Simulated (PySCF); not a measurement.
# CH₆GeN₂O: NMR shifts at several levels of theory, part 2 of 2

PySCF 2.14.0. Atoms count from 0. The steps go on from the part before.

### Step 8. NMR shieldings: KT2/pcSseg-2

Job settings and geometry (Å):

```
{"job": {"kind": "nmr", "xc": "KT2", "basis": "pcSseg-2", "pop": false}, "charge": 0, "multiplicity": 1}
N     -1.612202     0.777150     0.496560
Ge    -0.727519    -0.787297     0.193610
N      1.035350    -0.506050     0.755406
C      1.704219     0.511866     0.171105
O      1.221587     1.209812    -0.699174
H     -1.236099     1.528289    -0.079515
H     -2.620329     0.730415     0.374062
H     -1.290093    -1.869791     1.129955
H     -0.661059    -1.285055    -1.262452
H      1.481832    -1.004203     1.516512
H      2.743676     0.666125     0.548621
```

Level: GIAO KT2/pcSseg-2 NMR shielding, non-relativistic, gas phase.

The log of the run:

```text
coarse grid: 42848 points
cycle   1  E = -2315.4528696738  dE = -2.742e-02  |g| = 1.211e+00  |ddm| = 2.288e+00
cycle   2  E = -2313.0397289781  dE =  2.413e+00  |g| = 3.173e+00  |ddm| = 5.793e+00
cycle   3  E = -2315.5440112998  dE = -2.504e+00  |g| = 7.996e-01  |ddm| = 5.694e+00
cycle   4  E = -2315.6681937350  dE = -1.242e-01  |g| = 3.269e-01  |ddm| = 6.404e-01
cycle   5  E = -2315.6880024118  dE = -1.981e-02  |g| = 1.004e-01  |ddm| = 2.386e-01
cycle   6  E = -2315.6899449642  dE = -1.943e-03  |g| = 3.495e-02  |ddm| = 8.192e-02
cycle   7  E = -2315.6901019836  dE = -1.570e-04  |g| = 8.811e-03  |ddm| = 2.134e-02
cycle   8  E = -2315.6901150330  dE = -1.305e-05  |g| = 4.243e-03  |ddm| = 8.577e-03
cycle   9  E = -2315.6901185735  dE = -3.540e-06  |g| = 1.265e-03  |ddm| = 3.110e-03
final grid: 89672 points
cycle  10  E = -2315.6901232249  dE =  7.319e-07  |g| = 2.321e-03  |ddm| = 3.056e-03
cycle  11  E = -2315.6901188401  dE =  4.385e-06  |g| = 5.090e-03  |ddm| = 4.753e-03
cycle  12  E = -2315.6901242878  dE = -5.448e-06  |g| = 6.670e-04  |ddm| = 3.376e-03
cycle  13  E = -2315.6901243659  dE = -7.804e-08  |g| = 1.731e-04  |ddm| = 4.445e-04
cycle  14  E = -2315.6901243728  dE = -6.934e-09  |g| = 2.074e-05  |ddm| = 1.294e-04
cycle  15  E = -2315.6901243728  dE = -3.047e-11  |g| = 3.150e-06  |ddm| = 8.736e-06
converged SCF energy = -2315.6901243728

GIAO shielding tensors (ppm)
atom      isotropic    diamagn.    paramagn.     s11        s22        s33       span
  0 N      241.143     310.998     -69.855    213.786    244.000    265.643     51.857
  1 Ge    1392.788    2760.883   -1368.096   1279.573   1369.907   1528.883    249.310
  2 N      125.669     317.678    -192.008     24.830    149.503    202.675    177.845
  3 C       22.571     247.110    -224.540    -61.002     39.554     89.160    150.161
  4 O      -72.950     399.488    -472.438   -300.009   -179.774    260.934    560.944
  5 H       29.741      31.516      -1.775     20.743     28.343     40.136     19.393
  6 H       31.270      30.257       1.012     23.895     26.501     43.413     19.517
  7 H       26.359      28.648      -2.289     20.644     21.394     37.040     16.396
  8 H       25.052      29.023      -3.971     18.918     20.181     36.059     17.141
  9 H       26.303      31.815      -5.513     21.802     25.510     31.596      9.794
 10 H       22.585      25.402      -2.817     18.884     22.008     26.863      7.979
```

Wall time 74 s (1 thread of Arm Neoverse V1, shared host); peak memory 1.1 GiB.

This run: δ C3 159.7, N2 134.4, N0 19.0, Ge1 -61, H10 8.59, H7 5.47 ppm (means over like atoms).

### Step 9. NMR shieldings: KT3/pcSseg-2

Settings changed since step 8:

```diff
@@ -1,2 +1,2 @@
-{"job": {"kind": "nmr", "xc": "KT2", "basis": "pcSseg-2", "pop": false}, "charge": 0, "multiplicity": 1}
+{"job": {"kind": "nmr", "xc": "KT3", "basis": "pcSseg-2", "pop": false}, "charge": 0, "multiplicity": 1}
 N     -1.612202     0.777150     0.496560
```

With the program's defaults for keys left out, this is: GIAO KT3/pcSseg-2 NMR shielding, non-relativistic, gas phase.

The log of the run:

```text
coarse grid: 42848 points
cycle   1  E = -2314.6152835904  dE = -4.538e-02  |g| = 1.207e+00  |ddm| = 2.282e+00
cycle   2  E = -2311.9603300647  dE =  2.655e+00  |g| = 3.222e+00  |ddm| = 7.476e+00
cycle   3  E = -2314.6999479890  dE = -2.740e+00  |g| = 8.244e-01  |ddm| = 7.389e+00
cycle   4  E = -2314.8356979231  dE = -1.357e-01  |g| = 3.263e-01  |ddm| = 6.605e-01
cycle   5  E = -2314.8555352395  dE = -1.984e-02  |g| = 1.044e-01  |ddm| = 2.563e-01
cycle   6  E = -2314.8576046940  dE = -2.069e-03  |g| = 3.867e-02  |ddm| = 9.048e-02
cycle   7  E = -2314.8578010874  dE = -1.964e-04  |g| = 1.079e-02  |ddm| = 2.494e-02
cycle   8  E = -2314.8578228287  dE = -2.174e-05  |g| = 4.701e-03  |ddm| = 9.998e-03
cycle   9  E = -2314.8578269953  dE = -4.167e-06  |g| = 1.127e-03  |ddm| = 3.458e-03
final grid: 89672 points
cycle  10  E = -2314.8578709285  dE =  3.619e-07  |g| = 1.924e-03  |ddm| = 3.980e-03
cycle  11  E = -2314.8578680696  dE =  2.859e-06  |g| = 4.110e-03  |ddm| = 4.100e-03
cycle  12  E = -2314.8578716519  dE = -3.582e-06  |g| = 6.293e-04  |ddm| = 2.902e-03
cycle  13  E = -2314.8578717202  dE = -6.831e-08  |g| = 1.803e-04  |ddm| = 4.369e-04
cycle  14  E = -2314.8578717274  dE = -7.208e-09  |g| = 1.313e-05  |ddm| = 1.288e-04
cycle  15  E = -2314.8578717274  dE = -2.001e-11  |g| = 4.462e-06  |ddm| = 8.228e-06
converged SCF energy = -2314.8578717274

GIAO shielding tensors (ppm)
atom      isotropic    diamagn.    paramagn.     s11        s22        s33       span
  0 N      241.041     310.996     -69.955    213.818    245.788    263.516     49.698
  1 Ge    1402.409    2760.843   -1358.434   1297.877   1378.002   1531.348    233.471
  2 N      126.709     317.368    -190.658     26.492    150.651    202.985    176.493
  3 C       23.241     247.840    -224.598    -60.753     41.541     88.936    149.688
  4 O      -69.230     401.738    -470.967   -295.839   -175.566    263.716    559.555
  5 H       29.957      31.684      -1.727     21.044     28.474     40.353     19.309
  6 H       31.465      30.265       1.200     24.188     26.745     43.462     19.274
  7 H       26.758      29.190      -2.432     21.054     21.799     37.423     16.369
  8 H       25.493      29.743      -4.250     19.440     20.637     36.401     16.960
  9 H       26.487      31.511      -5.025     22.109     25.714     31.637      9.528
 10 H       22.774      25.485      -2.711     19.122     22.167     27.033      7.912
```

Wall time 62 s (1 thread of Arm Neoverse V1, shared host); peak memory 1.1 GiB.

Key values: δ C3 158.1, N2 132.0, N0 17.7, Ge1 -67, H10 8.58, H7 5.23 ppm (means over like atoms).

### Step 10. Nuclear shieldings: B97-D/pcSseg-2

Settings changed since step 9:

```diff
@@ -1,2 +1,2 @@
-{"job": {"kind": "nmr", "xc": "KT3", "basis": "pcSseg-2", "pop": false}, "charge": 0, "multiplicity": 1}
+{"job": {"kind": "nmr", "xc": "B97-D", "basis": "pcSseg-2", "pop": false}, "charge": 0, "multiplicity": 1}
 N     -1.612202     0.777150     0.496560
```

Method: GIAO B97-D/pcSseg-2 NMR shielding, non-relativistic, gas phase.

The log of the run:

```text
coarse grid: 42848 points
cycle   1  E = -2304.2691210584  dE = -5.695e-02  |g| = 1.360e+00  |ddm| = 2.322e+00
cycle   2  E = -2301.7641824803  dE =  2.505e+00  |g| = 3.334e+00  |ddm| = 6.649e+00
cycle   3  E = -2304.3151592479  dE = -2.551e+00  |g| = 9.757e-01  |ddm| = 6.586e+00
cycle   4  E = -2304.5015284199  dE = -1.864e-01  |g| = 2.977e-01  |ddm| = 6.531e-01
cycle   5  E = -2304.5140544155  dE = -1.253e-02  |g| = 1.676e-01  |ddm| = 2.663e-01
cycle   6  E = -2304.5192367146  dE = -5.182e-03  |g| = 3.962e-02  |ddm| = 1.061e-01
cycle   7  E = -2304.5194545966  dE = -2.179e-04  |g| = 1.153e-02  |ddm| = 2.680e-02
cycle   8  E = -2304.5194793165  dE = -2.472e-05  |g| = 5.151e-03  |ddm| = 9.987e-03
cycle   9  E = -2304.5194843226  dE = -5.006e-06  |g| = 1.152e-03  |ddm| = 3.536e-03
final grid: 89672 points
cycle  10  E = -2304.5195678568  dE =  4.371e-07  |g| = 2.205e-03  |ddm| = 4.930e-03
cycle  11  E = -2304.5195627944  dE =  5.062e-06  |g| = 5.445e-03  |ddm| = 5.148e-03
cycle  12  E = -2304.5195687327  dE = -5.938e-06  |g| = 9.070e-04  |ddm| = 3.659e-03
cycle  13  E = -2304.5195688909  dE = -1.582e-07  |g| = 1.757e-04  |ddm| = 5.443e-04
cycle  14  E = -2304.5195688984  dE = -7.453e-09  |g| = 2.603e-05  |ddm| = 1.418e-04
cycle  15  E = -2304.5195688985  dE = -1.219e-10  |g| = 5.596e-06  |ddm| = 1.939e-05
converged SCF energy = -2304.5195688985

GIAO shielding tensors (ppm)
atom      isotropic    diamagn.    paramagn.     s11        s22        s33       span
  0 N      238.704     312.355     -73.651    210.514    244.836    260.762     50.248
  1 Ge    1337.336    2758.548   -1421.211   1227.876   1312.704   1471.429    243.553
  2 N      120.997     319.054    -198.057     16.859    147.939    198.192    181.334
  3 C       15.653     248.649    -232.995    -70.377     31.492     85.845    156.222
  4 O      -80.553     402.042    -482.596   -325.023   -188.719    272.082    597.105
  5 H       29.890      31.887      -1.997     21.058     28.448     40.164     19.106
  6 H       31.446      30.223       1.223     24.238     26.777     43.322     19.083
  7 H       26.578      28.927      -2.349     20.864     21.612     37.258     16.394
  8 H       25.297      29.366      -4.070     19.211     20.431     36.248     17.037
  9 H       26.476      31.931      -5.456     22.262     25.850     31.316      9.054
 10 H       22.734      26.458      -3.724     19.156     22.156     26.890      7.735
```

Wall time 70 s (1 thread of Arm Neoverse V1, shared host); peak memory 1.1 GiB.

In short: δ C3 163.4, N2 136.9, N0 19.2, Ge1 -73, H10 8.66, H7 5.46 ppm (means over like atoms).

### Step 11. Nuclear shieldings: B3LYP/pcSseg-2

Settings changed since step 10:

```diff
@@ -1,2 +1,2 @@
-{"job": {"kind": "nmr", "xc": "B97-D", "basis": "pcSseg-2", "pop": false}, "charge": 0, "multiplicity": 1}
+{"job": {"kind": "nmr", "xc": "B3LYP", "basis": "pcSseg-2", "pop": false}, "charge": 0, "multiplicity": 1}
 N     -1.612202     0.777150     0.496560
```

Method: GIAO B3LYP/pcSseg-2 NMR shielding, non-relativistic, gas phase.

The log of the run:

```text
coarse grid: 42848 points
cycle   1  E = -2303.4463118846  dE = -5.068e-02  |g| = 1.445e+00  |ddm| = 2.308e+00
cycle   2  E = -2302.4812353570  dE =  9.651e-01  |g| = 2.615e+00  |ddm| = 2.986e+00
cycle   3  E = -2303.5985705232  dE = -1.117e+00  |g| = 6.594e-01  |ddm| = 2.779e+00
cycle   4  E = -2303.6734483134  dE = -7.488e-02  |g| = 1.672e-01  |ddm| = 3.877e-01
cycle   5  E = -2303.6770236288  dE = -3.575e-03  |g| = 6.479e-02  |ddm| = 1.049e-01
cycle   6  E = -2303.6778084243  dE = -7.848e-04  |g| = 1.656e-02  |ddm| = 4.062e-02
cycle   7  E = -2303.6778505397  dE = -4.212e-05  |g| = 2.550e-03  |ddm| = 9.993e-03
cycle   8  E = -2303.6778517515  dE = -1.212e-06  |g| = 7.335e-04  |ddm| = 2.023e-03
final grid: 89672 points
cycle   9  E = -2303.6778759940  dE =  1.062e-07  |g| = 1.269e-03  |ddm| = 3.142e-03
cycle  10  E = -2303.6778749121  dE =  1.082e-06  |g| = 2.664e-03  |ddm| = 2.350e-03
cycle  11  E = -2303.6778763176  dE = -1.406e-06  |g| = 3.189e-04  |ddm| = 1.571e-03
cycle  12  E = -2303.6778763380  dE = -2.040e-08  |g| = 4.046e-05  |ddm| = 1.747e-04
cycle  13  E = -2303.6778763383  dE = -3.297e-10  |g| = 8.465e-06  |ddm| = 3.015e-05
converged SCF energy = -2303.6778763383

GIAO shielding tensors (ppm)
atom      isotropic    diamagn.    paramagn.     s11        s22        s33       span
  0 N      242.313     311.832     -69.519    213.957    246.894    266.087     52.130
  1 Ge    1361.997    2754.772   -1392.775   1255.804   1338.306   1491.881    236.077
  2 N      120.751     318.769    -198.018      9.889    149.426    202.936    193.047
  3 C        7.165     245.705    -238.540    -84.406     19.217     86.683    171.088
  4 O      -97.518     401.431    -498.949   -363.065   -213.203    283.715    646.780
  5 H       29.896      31.732      -1.836     20.900     28.299     40.488     19.588
  6 H       31.485      30.359       1.126     24.125     26.673     43.657     19.532
  7 H       26.690      28.712      -2.022     20.849     21.667     37.554     16.705
  8 H       25.549      29.075      -3.526     19.453     20.617     36.576     17.123
  9 H       26.522      32.073      -5.552     22.219     25.849     31.498      9.280
 10 H       22.788      26.831      -4.043     19.180     22.434     26.751      7.571
```

Run time: 49 s. Hardware: 1 thread of Arm Neoverse V1, shared host; peak memory 1.3 GiB.

This run: δ C3 172.0, N2 137.8, N0 16.2, Ge1 -69, H10 8.60, H7 5.27 ppm (means over like atoms).

### Step 12. Run by run: NMR shifts

Shifts (ppm) of some atoms, chosen among heavy atoms and hydrogens apart, means over like atoms, with basis size and wall time:

```
           run     C3   H10    H7     N2    N0  Ge1     O4  functions  time
   HF/pcSseg-2  177.3  8.18  4.67  109.0  -1.6  -65  392.5        291  34 s
  LDA/pcSseg-2  172.9  8.75  5.82  153.3  24.2  -58  442.7        291  51 s
  PBE/pcSseg-2  167.4  8.73  5.50  143.1  20.4  -64  424.4        291  63 s
 BLYP/pcSseg-2  167.7  8.75  5.47  144.9  22.7  -75  424.4        291  64 s
 BP86/pcSseg-2  167.1  8.71  5.54  141.2  19.5  -65  420.0        291  77 s
 OPBE/pcSseg-2  162.1  8.66  5.34  134.7  16.0  -57  408.7        291  70 s
  KT2/pcSseg-2  159.7  8.59  5.47  134.4  19.0  -61  397.3        291  74 s
  KT3/pcSseg-2  158.1  8.58  5.23  132.0  17.7  -67  393.0        291  62 s
B97-D/pcSseg-2  163.4  8.66  5.46  136.9  19.2  -73  405.8        291  70 s
B3LYP/pcSseg-2  172.0  8.60  5.27  137.8  16.2  -69  423.4        291  49 s
```

### Step 13. Summary of results

This closing draws on all 2 parts.

```
                                                            quantity                       value
                                13C shifts against TMS (HF/pcSseg-2)                   177.3 ppm
1H shifts against TMS (HF/pcSseg-2, means over atoms taken as alike)  8.18, 4.67, 4.60, 0.69 ppm
                                15N shifts against NH3 (HF/pcSseg-2)             109.0, -1.6 ppm
                             73Ge shifts against GeMe4 (HF/pcSseg-2)                     -65 ppm
                                17O shifts against H2O (HF/pcSseg-2)                   392.5 ppm
                                            range of the shift of O4          392.5 to 442.7 ppm
```

**Reading.** Single values in the summary come from the first run of each kind that ended normally (HF/pcSseg-2), which need not be the best level. At HF/pcSseg-2: The widest tensor belongs to O4: span 656 ppm, with a paramagnetic part of -468 ppm. Across the 10 runs the shift of O4 moves most, between 392.5 (HF/pcSseg-2) and 442.7 ppm (LDA/pcSseg-2). Spin-orbit coupling is left out, which matters for shieldings and couplings at and beside the heavy atoms.
